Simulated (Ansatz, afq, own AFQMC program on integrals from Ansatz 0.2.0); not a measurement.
**AlGeH (triplet): AFQMC on the coupled-cluster ladder at angle Al2–Ge1–H3 = 89.6°, cc-pVDZ**

How near does AFQMC come to the top of the ladder for AlGeH (triplet)?

Method: cc-pVDZ, frozen cores; program: Ansatz 0.2.0, Gaussian basis, and an in-house AFQMC program (afq) on its integrals; all values are calculated.

To be run: PBE (unrestricted); r2SCAN (unrestricted); PBE0 (unrestricted); B3LYP (unrestricted); wB97M-V (unrestricted); B2PLYP (unrestricted); CCSD(T) on UHF; CCSDT(Q) on UHF; Phaseless AFQMC, CISD trial on UHF.

4 further runs of the same task are left out: 4 that didn't finish.

## (1) The system

The geometry derives from a PBE0/def2-TZVP stationary point (not a proven minimum). One angle is set to the value named; bond lengths are kept. No spin-orbit coupling is included. The filled d shell of Ge may be among the frozen orbitals whatever the setting's name suggests; the logs give the count.

3 atoms, charge 0, spin multiplicity 3.

Atoms are counted from 1 here; the program's logs count them from 0.

Bond lengths: Ge1–Al2 2.449 Å, Ge1–H3 1.690 Å. Angles: Al2–Ge1–H3 89.6°.

## (2) PBE (unrestricted)

File in.yaml:

```yaml
crystal:
  periodic: [false, false, false]
  atoms:
    - {symbol: Ge, position_ang: [0.000000, 0.190326, 0.628728]}
    - {symbol: Al, position_ang: [0.000000, -0.579284, -1.695901]}
    - {symbol: H, position_ang: [0.000000, 1.790475, 0.086545]}
basis:
  gaussian: {orbitals: cc-pVDZ}
magnetization: {spin_polarized: true, initial_magnetization: 2}
hamiltonian: {xc: {name: PBE}}
output: {orbitals: {seedname: orbitals}}
```

The run is started by

```bash
$ ansatz run in.yaml --threads 1 --pin off --events-out ev --progress --plain --max-ram 1382MiB
```

Output:

```text
Functional definition: PBE
  name "PBE"
  cite "Perdew, Burke & Ernzerhof, Phys. Rev. Lett. 77, 3865 (1996) doi:10.1103/PhysRevLett.77.3865"
  parent pbe
  parameter kappa = 0.804
  parameter beta = 0.06672455060314922
  exchange = pbe_x(kappa = kappa, mu = beta*pi^2/3)
  correlation = pbe_c(beta = beta)
555 factors; integrals over basis functions are off by at most 8.4e-4 eV
mean field evaluation 1: about -63115.1798 eV, gradient 9.8e0 eV
mean field evaluation 2: about -63105.7886 eV, gradient 2.9e1 eV
mean field evaluation 4: about -63116.3806 eV, gradient 2.2e0 eV
mean field evaluation 8: about -63116.4336 eV, gradient 2.5e-2 eV
mean field evaluation 16: about -63114.1721 eV, gradient 5.7e0 eV
mean field -63116.43357050 eV, -2319.4861518606 hartree, gradient 7.7e-5 eV, S^2 2.005492; 1 other end points of the search recorded, 0 dependent functions left out
reference -63116.43360236 eV, -2319.4861530315 hartree; 24, 22 occupied and 26, 28 virtual orbitals, 555 factors
Total energy: -63116.43360236 eV, -2319.4861530315 hartree
```

It took 1.6 s on 1 thread of Intel Xeon Platinum 8488C (Sapphire Rapids), shared host.

From the report: ⟨S²⟩ of the determinant 2.005 (pure triplet: 2.00).

## (3) r2SCAN (unrestricted)

Changes to in.yaml since step 2:

```diff
@@ -9,3 +9,2 @@
 magnetization: {spin_polarized: true, initial_magnetization: 2}
-hamiltonian: {xc: {name: PBE}}
-output: {orbitals: {seedname: orbitals}}
+hamiltonian: {xc: {name: r2SCAN}}
```

The command is unchanged.

Output:

```text
Functional definition: r2SCAN
  name "r2SCAN"
  cite "Furness, Kaplan, Ning, Perdew & Sun, J. Phys. Chem. Lett. 11, 8208 (2020) doi:10.1021/acs.jpclett.0c02405"
  cite "Furness, Kaplan, Ning, Perdew & Sun, J. Phys. Chem. Lett. 11, 9248 (2020) doi:10.1021/acs.jpclett.0c03077"
  parent r2scan
  parameter k0 = 0.174
  parameter k1 = 0.065
  parameter a1 = 4.9479
  exchange = r2scan_x(k0 = k0, k1 = k1, a1 = a1)
  correlation = r2scan_c
555 factors; integrals over basis functions are off by at most 8.4e-4 eV
mean field evaluation 1: about -63126.3659 eV, gradient 9.2e0 eV
mean field evaluation 2: about -63120.1231 eV, gradient 2.4e1 eV
mean field evaluation 4: about -63127.4984 eV, gradient 1.4e0 eV
mean field evaluation 8: about -63127.5233 eV, gradient 3.5e-2 eV
mean field evaluation 16: about -63127.5234 eV, gradient 2.1e-4 eV
mean field -63127.52335061 eV, -2319.8936937629 hartree, gradient 4.5e-5 eV, S^2 2.015188; 0 other end points of the search recorded, 0 dependent functions left out
reference -63127.52336249 eV, -2319.8936941993 hartree; 24, 22 occupied and 26, 28 virtual orbitals, 555 factors
Total energy: -63127.52336249 eV, -2319.8936941993 hartree
```

Run time: 2.5 s. Hardware: 1 thread of Intel Xeon Platinum 8488C (Sapphire Rapids), shared host.

From the report: ⟨S²⟩ of the determinant 2.015 (pure triplet: 2.00).

## (4) PBE0 (unrestricted)

Changes to in.yaml since step 3:

```diff
@@ -9,2 +9,3 @@
 magnetization: {spin_polarized: true, initial_magnetization: 2}
-hamiltonian: {xc: {name: r2SCAN}}
+hamiltonian: {xc: {name: PBE0}}
+output: {orbitals: {seedname: orbitals}}
```

Launched as before.

Output:

```text
Functional definition: PBE0
  name "PBE0"
  cite "Adamo & Barone, J. Chem. Phys. 110, 6158 (1999) doi:10.1063/1.478522"
  cite "Perdew, Burke & Ernzerhof, Phys. Rev. Lett. 77, 3865 (1996) doi:10.1103/PhysRevLett.77.3865"
  parent pbe
  parameter a = 0.25
  parameter kappa = 0.804
  parameter beta = 0.06672455060314922
  exchange = (1 - a)*pbe_x(kappa = kappa, mu = beta*pi^2/3) + a*exact_x
  correlation = pbe_c(beta = beta)
555 factors; integrals over basis functions are off by at most 8.4e-4 eV
mean field evaluation 1: about -63117.6036 eV, gradient 7.7e0 eV
mean field evaluation 2: about -63116.7671 eV, gradient 1.2e1 eV
mean field evaluation 4: about -63118.4109 eV, gradient 5.4e-1 eV
mean field evaluation 8: about -63118.4287 eV, gradient 2.2e-2 eV
mean field evaluation 16: about -63118.4287 eV, gradient 3.8e-4 eV
mean field -63118.42874506 eV, -2319.5594731735 hartree, gradient 4.6e-5 eV, S^2 2.011171; 0 other end points of the search recorded, 0 dependent functions left out
reference -63118.42876893 eV, -2319.5594740506 hartree; 24, 22 occupied and 26, 28 virtual orbitals, 555 factors
Total energy: -63118.42876893 eV, -2319.5594740506 hartree
```

Run time: 1.7 s. Hardware: 1 thread of Intel Xeon Platinum 8488C (Sapphire Rapids), shared host.

From the report: ⟨S²⟩ of the determinant 2.011 (pure triplet: 2.00).

## (5) B3LYP (unrestricted)

Changes to in.yaml since step 4:

```diff
@@ -9,3 +9,2 @@
 magnetization: {spin_polarized: true, initial_magnetization: 2}
-hamiltonian: {xc: {name: PBE0}}
-output: {orbitals: {seedname: orbitals}}
+hamiltonian: {xc: {name: B3LYP}}
```

The command is unchanged.

Output (excerpt; [...] marks lines left out):

```text
Functional definition: B3LYP
  name "B3LYP"
  cite "Stephens, Devlin, Chabalowski & Frisch, J. Phys. Chem. 98, 11623 (1994) doi:10.1021/j100096a001"
  cite "Becke, Phys. Rev. A 38, 3098 (1988) doi:10.1103/PhysRevA.38.3098"
  cite "Lee, Yang & Parr, Phys. Rev. B 37, 785 (1988) doi:10.1103/PhysRevB.37.785"
  cite "Vosko, Wilk & Nusair, Can. J. Phys. 58, 1200 (1980) doi:10.1139/p80-159"
[...]
555 factors; integrals over basis functions are off by at most 8.4e-4 eV
[...]
mean field -63130.51632372 eV, -2320.0036834958 hartree, gradient 4.6e-5 eV, S^2 2.006593; 0 other end points of the search recorded, 0 dependent functions left out
reference -63130.51652098 eV, -2320.0036907451 hartree; 24, 22 occupied and 26, 28 virtual orbitals, 555 factors
Total energy: -63130.51652098 eV, -2320.0036907451 hartree
```

It took 1.6 s on 1 thread of Intel Xeon Platinum 8488C (Sapphire Rapids), shared host.

From the report: ⟨S²⟩ of the determinant 2.007 (pure triplet: 2.00).

## (6) wB97M-V (unrestricted)

Changes to in.yaml since step 5:

```diff
@@ -9,2 +9,3 @@
 magnetization: {spin_polarized: true, initial_magnetization: 2}
-hamiltonian: {xc: {name: B3LYP}}
+hamiltonian: {xc: {name: wB97M-V}}
+output: {orbitals: {seedname: orbitals}}
```

Launched as before.

Output (excerpt; [...] marks lines left out):

```text
Functional definition: wB97M-V
  name "wB97M-V"
  cite "Mardirossian & Head-Gordon, J. Chem. Phys. 144, 214110 (2016) doi:10.1063/1.4952647"
  cite "Becke, J. Chem. Phys. 107, 8554 (1997) doi:10.1063/1.475007"
  cite "Vydrov & Van Voorhis, J. Chem. Phys. 133, 244103 (2010) doi:10.1063/1.3521275"
  # Of w^i u^j: cxij and so on, Table III.
[...]
  gx(w, u) = 1 - cx + cx01*u + cx10*w
  gss(w, u) = css00 + css04*u^4 + css10*w + css20*w^2 + css43*w^4*u^3
  gos(w, u) = cos00 + cos10*w + (cos20 + cos21*u)*w^2 + (cos60 + cos61*u)*w^6
[...]
      + integral(e_c_pw_mod_opposite_spin*gos(b97_w_opposite, b97_u_opposite)) + vv10(b, c)
555 factors; integrals over basis functions are off by at most 8.4e-4 eV
166 factors; integrals over basis functions are off by at most 1.2e-5 eV
[...]
mean field -63125.00037890 eV, -2319.8009762625 hartree, gradient 2.7e-5 eV, S^2 2.008321; 0 other end points of the search recorded, 0 dependent functions left out
reference -63125.00041125 eV, -2319.8009774512 hartree; 24, 22 occupied and 26, 28 virtual orbitals, 555 factors
Total energy: -63125.00041125 eV, -2319.8009774512 hartree
```

Run time: 7 s. Hardware: 1 thread of Intel Xeon Platinum 8488C (Sapphire Rapids), shared host.

From the report: ⟨S²⟩ of the determinant 2.008 (pure triplet: 2.00).

## (7) B2PLYP (unrestricted)

Changes to in.yaml since step 6:

```diff
@@ -9,3 +9,3 @@
 magnetization: {spin_polarized: true, initial_magnetization: 2}
-hamiltonian: {xc: {name: wB97M-V}}
-output: {orbitals: {seedname: orbitals}}
+hamiltonian: {xc: {name: B2PLYP}}
+correlation: {electrons: outside_noble_gas}
```

Same command.

Output (excerpt; [...] marks lines left out):

```text
Functional definition: B2PLYP
  name "B2PLYP"
  cite "Grimme, J. Chem. Phys. 124, 034108 (2006) doi:10.1063/1.2148954"
  cite "Becke, Phys. Rev. A 38, 3098 (1988) doi:10.1103/PhysRevA.38.3098"
  cite "Lee, Yang & Parr, Phys. Rev. B 37, 785 (1988) doi:10.1103/PhysRevB.37.785"
[...]
555 factors; integrals over basis functions are off by at most 8.4e-4 eV
[...]
mean field -63112.85186706 eV, -2319.3545266868 hartree, gradient 6.5e-6 eV, S^2 2.017908; 0 other end points of the search recorded, 0 dependent functions left out
19 core orbitals not correlated: weight in the atoms' cores, before any rotation towards them, 0.999 or more for the frozen orbitals, at most 0.000 for the correlated occupied ones
reference -63112.85199181 eV, -2319.3545312715 hartree; 5, 3 occupied and 26, 28 virtual orbitals, 555 factors
second order -4.04477165 eV of doubles, -0.00000000 eV of singles
Total energy: -63113.94408016 eV, -2319.3946647780 hartree
```

Wall time 1.6 s (1 thread of Intel Xeon Platinum 8488C (Sapphire Rapids), shared host).

From the report: ⟨S²⟩ of the determinant 2.018 (pure triplet: 2.00).

## (8) CCSD(T) on UHF

Changes to in.yaml since step 7:

```diff
@@ -9,3 +9,2 @@
 magnetization: {spin_polarized: true, initial_magnetization: 2}
-hamiltonian: {xc: {name: B2PLYP}}
-correlation: {electrons: outside_noble_gas}
+correlation: {method: ccsd_t, electrons: outside_noble_gas, hamiltonian_folder: ham}
```

The command is unchanged.

Output (excerpt; [...] marks lines left out):

```text
Functional definition: HF
  name "HF"
  cite "Fock, Z. Phys. 61, 126 (1930) doi:10.1007/BF01340294"
  parent pbe
[...]
555 factors; integrals over basis functions are off by at most 8.4e-4 eV
[...]
mean field -63070.12748843 eV, -2317.7844347319 hartree, gradient 2.9e-6 eV, S^2 2.065034; 9 other end points of the search recorded, 0 dependent functions left out
determinant -63070.12748843 eV, -2317.7844347319 hartree, with singles and doubles -63074.04514220 eV, -2317.9284058525 hartree
determinant -63068.38806759 eV, -2317.7205121951 hartree, with singles and doubles -63072.09075487 eV, -2317.8565834428 hartree
determinant -63068.06680887 eV, -2317.7087061550 hartree, with singles and doubles -63072.14752747 eV, -2317.8586697976 hartree
determinant -63067.81506916 eV, -2317.6994548912 hartree, with singles and doubles -63071.55522860 eV, -2317.8369032153 hartree
determinant -63067.77824391 eV, -2317.6981015884 hartree, with singles and doubles -63071.74486831 eV, -2317.8438723464 hartree
determinant -63067.30254493 eV, -2317.6806199732 hartree, with singles and doubles -63070.55568560 eV, -2317.8001706876 hartree
19 core orbitals not correlated: weight in the atoms' cores, before any rotation towards them, 1.000 or more for the frozen orbitals, at most 0.000 for the correlated occupied ones
reference -63070.12748843 eV, -2317.7844347319 hartree; 5, 3 occupied and 26, 28 virtual orbitals, 555 factors
second order -3.00189236 eV of doubles, -0.00000000 eV of singles
cycle   1  -3.91765462 eV  change   -8.5e-7 eV  update   2.2e-3
[...]
cycle   9  -3.91849188 eV  change    4.9e-6 eV  update   4.5e-6
perturbative correction -0.15573339 eV, -0.0057230965 hartree
Total energy: -63074.20171370 eV, -2317.9341597491 hartree
```

It took 3.3 s on 1 thread of Intel Xeon Platinum 8488C (Sapphire Rapids), shared host.

From the report: ⟨S²⟩ of the determinant 2.065 (pure triplet: 2.00); correlation -4.0742 eV; T1 0.036; largest double amplitude 0.08.

This run also writes the integrals to the folder ham.

## (9) CCSDT(Q) on UHF

Changes to in.yaml since step 8:

```diff
@@ -9,2 +9,2 @@
 magnetization: {spin_polarized: true, initial_magnetization: 2}
-correlation: {method: ccsd_t, electrons: outside_noble_gas, hamiltonian_folder: ham}
+correlation: {method: ccsdt_q, electrons: outside_noble_gas}
```

The command is unchanged.

Output (excerpt; [...] marks lines left out):

```text
Functional definition: HF
  name "HF"
  cite "Fock, Z. Phys. 61, 126 (1930) doi:10.1007/BF01340294"
  parent pbe
[...]
969 factors; integrals over basis functions are off by at most 1.2e-7 eV
[...]
mean field -63070.12753821 eV, -2317.7844365613 hartree, gradient 6.3e-6 eV, S^2 2.065034; 8 other end points of the search recorded, 0 dependent functions left out
determinant -63070.12753821 eV, -2317.7844365613 hartree, with singles and doubles -63074.04520273 eV, -2317.9284080769 hartree
determinant -63068.38811977 eV, -2317.7205141128 hartree, with singles and doubles -63072.09081032 eV, -2317.8565854805 hartree
determinant -63068.06686942 eV, -2317.7087083801 hartree, with singles and doubles -63072.14759820 eV, -2317.8586723969 hartree
determinant -63067.77830966 eV, -2317.6981040044 hartree, with singles and doubles -63071.74493640 eV, -2317.8438748483 hartree
determinant -63067.30260651 eV, -2317.6806222362 hartree, with singles and doubles -63070.55574490 eV, -2317.8001728670 hartree
19 core orbitals not correlated: weight in the atoms' cores, before any rotation towards them, 1.000 or more for the frozen orbitals, at most 0.000 for the correlated occupied ones
reference -63070.12753821 eV, -2317.7844365613 hartree; 5, 3 occupied and 26, 28 virtual orbitals, 969 factors
second order -3.00191782 eV of doubles, -0.00000000 eV of singles
cycle   1  -3.58809126 eV  change   -5.9e-1 eV  update   9.5e-2
[...]
cycle  20  -4.11639330 eV  change   -9.2e-7 eV  update   8.9e-7
perturbative correction -0.01045107 eV, -0.0003840697 hartree
Total energy: -63074.25438258 eV, -2317.9360952948 hartree
```

Wall time 11 s (1 thread of Intel Xeon Platinum 8488C (Sapphire Rapids), shared host).

From the report: ⟨S²⟩ of the determinant 2.065 (pure triplet: 2.00); correlation -4.1268 eV; T1 0.040; largest double amplitude 0.11.

## (10) Phaseless AFQMC, CISD trial on UHF

It reads the integrals that the CCSD(T) run on this determinant wrote.

The run is started by

```bash
$ afq ham --method phaseless --trial cisd --walkers 60 --populations 1 --least-time 40 --time-step 0.005 --steps-per-block 50 --equilibration-blocks 28 --max-blocks 300 --target-error 0.00034 --factor-cut 1e-05 --start spin_pure --seed 9728 --release-times 0.24,0.51,0.99,1.62,2.4 --release-step 0.03 --release-every 4 --taylor-order 6
```

Output:

```text
orbitals 31  electrons 5 3  factors 234 of 555
reference energy -2317.78443473 Eh
CCSD correlation -0.14400184 Eh in 14 cycles, weight of the determinant in the CISD state 0.8511
energy of the start -2317.926760 Eh
 block  time / (1/Eh)  mean weight  energy / Eh
     1     0.250  0.9991  -2317.925854
     2     0.500  1.0000  -2317.926262
     3     0.750  1.0000  -2317.927406
     4     1.000  0.9994  -2317.928189
     5     1.250  1.0014  -2317.930468
     6     1.500  0.9973  -2317.930749
     7     1.750  1.0007  -2317.930936
     8     2.000  1.0011  -2317.933218
     9     2.250  1.0004  -2317.934963
    10     2.500  1.0009  -2317.934841
    17     4.250  1.0009  -2317.935756
    25     6.250  1.0007  -2317.932761
    33     8.250  1.0009  -2317.935093
    41    10.250  0.9998  -2317.934517
    49    12.250  0.9972  -2317.932628
    57    14.250  0.9996  -2317.931830
    65    16.250  1.0003  -2317.936796
    73    18.250  0.9994  -2317.933161
    81    20.250  1.0000  -2317.935734
    89    22.250  0.9976  -2317.932565
    97    24.250  1.0013  -2317.934883
   105    26.250  1.0010  -2317.936404
   113    28.250  1.0003  -2317.933669
   121    30.250  1.0010  -2317.932683
   129    32.250  1.0007  -2317.935636
   137    34.250  0.9988  -2317.935392
   145    36.250  1.0009  -2317.941343
   153    38.250  0.9992  -2317.936226
   161    40.250  0.9997  -2317.935988
   169    42.250  1.0016  -2317.938042
   177    44.250  0.9992  -2317.932550
   185    46.250  1.0015  -2317.938083
   193    48.250  0.9993  -2317.939569
   201    50.250  0.9995  -2317.935401
   209    52.250  1.0002  -2317.937877
   217    54.250  0.9991  -2317.944508
   225    56.250  1.0031  -2317.936674
   233    58.250  1.0000  -2317.939153
   241    60.250  0.9987  -2317.937948
   249    62.250  1.0018  -2317.939771
   257    64.250  1.0002  -2317.939372
   265    66.250  1.0018  -2317.932596
   273    68.250  1.0005  -2317.933045
   281    70.250  1.0005  -2317.935451
   289    72.250  0.9997  -2317.933751
   297    74.250  0.9996  -2317.935762
   305    76.250  1.0013  -2317.935775
   313    78.250  1.0000  -2317.934179
   321    80.250  1.0010  -2317.936997
blocks merged  error / Eh  count
     1  0.000194  300
     2  0.000257  150
     4  0.000320  75
     8  0.000370  37
    16  0.000436  18
    32  0.000577  9
released: time / (1/Eh)  energy / Eh  error  mean overlap
  0.24  -2317.936640  0.000409  0.9995
  0.51  -2317.936271  0.000366  1.0076
  0.99  -2317.936360  0.000349  1.0109
  1.62  -2317.936503  0.000336  1.0006
  2.40  -2317.936378  0.000278  0.9974
energy -2317.936485 +/- 0.000436 Eh
```

It took 3.3 min on 1 thread of Intel Xeon Platinum 8488C (Sapphire Rapids), shared host.

Energy -63074.2650 ± 0.0119 eV. Caveats: constraint bias not in the error. The error still grows with block length (0.0101 to 0.0157 eV), so the bar may be too small.

## (11) All levels side by side

On the UHF determinant, counted from CCSDT(Q) (a yardstick, not exact):

| level | energy (eV) | from CCSDT(Q) (meV) | statistical error (meV) | time |
| --- | --- | --- | --- | --- |
| HF | -63070.1275 | +4126.9 |  |  |
| MP2 | -63073.1294 | +1125.0 |  |  |
| CCSD | -63074.0460 | +208.4 |  |  |
| CCSD(T) | -63074.2017 | +52.7 |  |  |
| CCSDT(Q) | -63074.2544 | 0.0 |  |  |
| Phaseless AFQMC, CISD trial, step 0.005, 60 walkers | -63074.2650 | -10.6 | 11.9 | 3.3 min |

The functionals' totals stand on their own zeros and serve differences with other points: PBE -63116.434 eV; r2SCAN -63127.523 eV; PBE0 -63118.429 eV; B3LYP -63130.517 eV; wB97M-V -63125.000 eV; B2PLYP -63113.944 eV.

## (12) Results

```
                                        quantity             value
                    CCSD(T) on UHF from CCSDT(Q)         +52.7 meV
Phaseless AFQMC, CISD trial on UHF from CCSDT(Q)  -10.6 ± 11.9 meV
```

In words: On UHF the phaseless walk with the CISD trial lies -10.6 meV from CCSDT(Q), within three error bars. Error bars are statistical and leave out the constraint, the time step and what remains of the start.
